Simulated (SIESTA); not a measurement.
## Sn3Te under changes of volume

One of the cells (29.789 Å³/atom); the others are scaled copies at fixed shape and fractional positions:

```
CELL_PARAMETERS angstrom
-2.31614 2.31614 5.55303
2.31614 -2.31614 5.55303
2.31614 2.31614 -5.55303
ATOMIC_POSITIONS crystal
Te 0.00000 0.00000 0.00000
Sn 0.50000 0.50000 0.00000
Sn 0.25000 0.75000 0.50000
Sn 0.75000 0.25000 0.50000
```

The cell comes from a database or a generator and needn't be the stable form of this composition.

```yaml
Program: SIESTA 5.4.2
Functional: PBE
Potentials_or_basis: PseudoDojo 0.4 standard (PBE files)
Basis: DZP (energy shift 0.003 Ry; two zetas on semicore shells)
Grid_cutoff: 500 Ry
Energy_shift: 0.003 Ry
k_mesh: 8 × 8 × 8
Occupations: fermi-dirac, width 0.05 eV
Spin: no spin polarisation
```

```csv
volume (Å³/atom),energy over the lowest point (meV/atom),pressure (GPa)
27.453,20.94,3.6
28.037,10.00,2.5
28.621,3.10,1.4
29.789,0.00,-0.4
30.373,?,?
30.958,8.50,-1.8
```

Task: What does the run at 30.373 Å³/atom give?

Result: Energy over the lowest point 2.92 meV/atom; pressure -1.1 GPa.

Worked out: A Birch-Murnaghan fit of order 3 (a polynomial in V^(-2/3)) to the other rows has its minimum at 29.48 Å³/atom with B0 = V·E''(V) = 43 GPa and B' = 4.9 at fixed shape and positions, which overstates the stiffness. It gives 2.95 meV/atom at 30.373 Å³/atom, against the run's 2.92, and -dE/dV = -1.2 GPa, against -1.1.

Energies are extrapolated to zero smearing.

Caveats: the basis of atomic orbitals isn't converged, which shifts pressures, moduli and gaps.
